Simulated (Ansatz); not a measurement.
Task: a calculation of the dielectric tensor and Born charges of Zn3CdS4, space group P-43m, with Ansatz's Python interface. Give the script and its output. Use: LDA, PAW, the default cutoff (420 eV here), 4×4×4 k-points, fixed occupations.

Contents of `zn3cds4.extxyz`:
```text
8
Lattice="5.51101202 0.0 0.0 0.0 5.51101202 0.0 0.0 0.0 5.51101202" Properties=species:S:1:pos:R:3 pbc="T T T"
Zn    0.00000000    2.75550601    2.75550601
Zn    2.75550601    0.00000000    2.75550601
Zn    2.75550601    2.75550601    0.00000000
Cd    0.00000000    0.00000000    0.00000000
S     1.44763368    1.44763368    1.44763368
S     4.06337834    4.06337834    1.44763368
S     1.44763368    4.06337834    4.06337834
S     4.06337834    1.44763368    4.06337834
```

`eps_zn3cds4.py`
```python
"""High-frequency dielectric tensor and Born charges of Zn3CdS4."""

import ansatz as az
import numpy as np

FUNCTIONAL = "lda"
TOLERANCE = 1e-09
FILLING = "fixed"

zn3cds4 = az.Crystal.from_extxyz("zn3cds4.extxyz")

# an insulator: whole occupations
setup = zn3cds4.calculation()
setup = setup.functional(FUNCTIONAL)
setup = setup.kpoints(4).scf(tolerance=TOLERANCE)
setup = setup.occupations(FILLING).dielectric()
result = setup.run()
response = result.dielectric
eps = np.asarray(response.eps_inf)

values = np.linalg.eigvalsh(eps)
print("principal values of eps_inf:", np.round(values, 3))
print("refractive indices:", np.round(np.sqrt(values), 3))
for index, (site, z) in enumerate(zip(result.lattice.sites, response.zstar_e)):
    print("Born charge tensor of", site.symbol, index)
    print(np.round(z, 3) + 0.0)
print(f"charge neutrality missed by {response.zstar_sum_residual_pre_e:.4f} e before the sum rule")
```

Output of `python eps_zn3cds4.py`:
```text
DeckWarning: basis.ecutwfc = 420 eV, auto-derived from the records' recommended cutoffs: set by Zn (normal level)
principal values of eps_inf: [6.365 6.365 6.365]
refractive indices: [2.523 2.523 2.523]
Born charge tensor of Zn 0
[[2.194 0.    0.   ]
 [0.    1.933 0.   ]
 [0.    0.    1.933]]
Born charge tensor of Zn 1
[[1.933 0.    0.   ]
 [0.    2.194 0.   ]
 [0.    0.    1.933]]
Born charge tensor of Zn 2
[[1.933 0.    0.   ]
 [0.    1.933 0.   ]
 [0.    0.    2.194]]
Born charge tensor of Cd 3
[[2.105 0.    0.   ]
 [0.    2.105 0.   ]
 [0.    0.    2.105]]
Born charge tensor of S 4
[[-2.041  0.051  0.051]
 [ 0.051 -2.041  0.051]
 [ 0.051  0.051 -2.041]]
Born charge tensor of S 5
[[-2.041  0.051 -0.051]
 [ 0.051 -2.041 -0.051]
 [-0.051 -0.051 -2.041]]
Born charge tensor of S 6
[[-2.041 -0.051 -0.051]
 [-0.051 -2.041  0.051]
 [-0.051  0.051 -2.041]]
Born charge tensor of S 7
[[-2.041 -0.051  0.051]
 [-0.051 -2.041 -0.051]
 [ 0.051 -0.051 -2.041]]
charge neutrality missed by 0.0039 e before the sum rule
```
(Warnings from the package without file and line.)

Notes:
- Under fixed occupations the level called the Fermi level is the highest filled one on the SCF mesh; off the mesh a filled band can lie a little above it.
- The structure comes from a database of computed cells and needn't be a stable or known phase.
- This is the electronic (clamped-ion) response; a semilocal gap that is too small tends to raise it. The typed mesh is that of the SCF; the response is solved on denser meshes that the run picks.
- It ran for 2.7 min on 1 thread of Arm Neoverse V2 (shared host), peak memory 1.2 GiB.
